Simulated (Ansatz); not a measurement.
# TaN, space group P-6m2: a point defect in a supercell

Program: Ansatz's Python interface.

Contents of `tan.xyz`:
```text
2
Lattice="2.938 0.0 0.0 -1.469 2.54438264 0.0 0.0 0.0 2.883" Properties=species:S:1:pos:R:3 pbc="T T T"
Ta   -0.00000000    1.69625509    1.44150000
N     0.00000000    0.00000000    0.00000000
```

Script `tan_defect.py`:
```python
"""Point defect (vacancy) in TaN."""

import ansatz
import numpy as np

structure = ansatz.Crystal.from_extxyz("tan.xyz")
host = structure.supercell(2)
defective = host.vacancy("Ta", at=[1 / 3, 2 / 3, 0.5])

def prepare(structure):
    return (
        structure.calculation()
        .functional("mr2scan")
        .accuracy("medium")
        .kpoints(length=9)
        .occupations("fermi_dirac")
        .eigensolver("davidson", full_accuracy=True)
        .band_table()
    )


perfect = prepare(host).run().report
setup = prepare(defective)
setup = setup.relax(force_tolerance=0.02, max_steps=25)
outcome = setup.run()
data = outcome.report

n_host, n_defect = len(perfect["lattice"]["sites"]), len(data["lattice"]["sites"])
print(f"perfect cell: {n_host} atoms, F = {perfect['free_energy_ev']:.4f} eV")
print(f"defect cell:  {n_defect} atoms, F = {data['free_energy_ev']:.4f} eV")
# chemical potentials are still to be added to this difference
print(f"difference {data['free_energy_ev'] - perfect['free_energy_ev']:.4f} eV (no chemical potentials)")

pull = np.linalg.norm(data["forces_ev_ang"], axis=1)
for atom in np.argsort(-pull)[:5]:
    print(f"force on {outcome.lattice.sites[atom].symbol}{atom}: {pull[atom]:.3f} eV/A")

for label, run in (("perfect", perfect), ("defect", data)):
    levels, filled = np.array(run["eigenvalues_ev"][0]), np.array(run["occupations"][0])
    top = int(np.argmin(np.abs(levels - run["fermi_energy_ev"])))
    window = slice(max(top - 3, 0), top + 4)
    print(label, "levels near E_F at the first k-point:", ", ".join(f"{e - run['fermi_energy_ev']:.2f} ({f:.2f})" for e, f in zip(levels[window], filled[window])))
```

```console
$ python tan_defect.py
DeckWarning: basis.ecutwfc = 500 eV, auto-derived from the records' recommended cutoffs: set by Ta (their level for a meta-GGA)
DeckWarning: basis.ecutwfc = 500 eV, auto-derived from the records' recommended cutoffs: set by N (their level for a meta-GGA)
perfect cell: 16 atoms, F = -82653.9457 eV
defect cell:  15 atoms, F = -72705.6252 eV
difference 9948.3205 eV (no chemical potentials)
force on Ta7: 0.001 eV/A
force on Ta3: 0.001 eV/A
force on Ta11: 0.001 eV/A
force on Ta9: 0.001 eV/A
force on Ta5: 0.001 eV/A
perfect levels near E_F at the first k-point: -0.46 (1.98), -0.46 (1.98), -0.02 (1.09), -0.02 (1.09), 2.42 (0.00), 2.53 (0.00), 3.32 (0.00)
defect levels near E_F at the first k-point: -2.58 (2.00), -2.44 (2.00), -0.89 (2.00), -0.11 (1.50), 0.12 (0.47), 0.12 (0.47), 1.58 (0.00)
```
(Warnings from the package without file and line.)

Notes:
- The settings weren't tested for convergence.
- Spin is left out of this run.
- The computed bands are complete only to about 4.4 eV above the Fermi level.
- The difference holds no chemical potentials.
- Each cell's levels count from its own Fermi level and aren't aligned; one k-point can hide that the defect cell is metallic.
- The structure is a deposited one; some such entries were measured under pressure or heat, so a shift against it needn't be the functional's error alone.
- Levels are Kohn-Sham eigenvalues on this mesh, without spin-orbit coupling.
- The supercell is small, so the defect meets its images and the energies aren't those of an isolated defect; a partly filled defect level may also lower its energy by spin or distortion. For a charged cell the difference holds no correction, alignment or term for the electrons' reservoir.
- Wall time of the script: 2.9 min on 1 thread of Arm Neoverse V1 (shared host), peak memory 0.95 GiB.
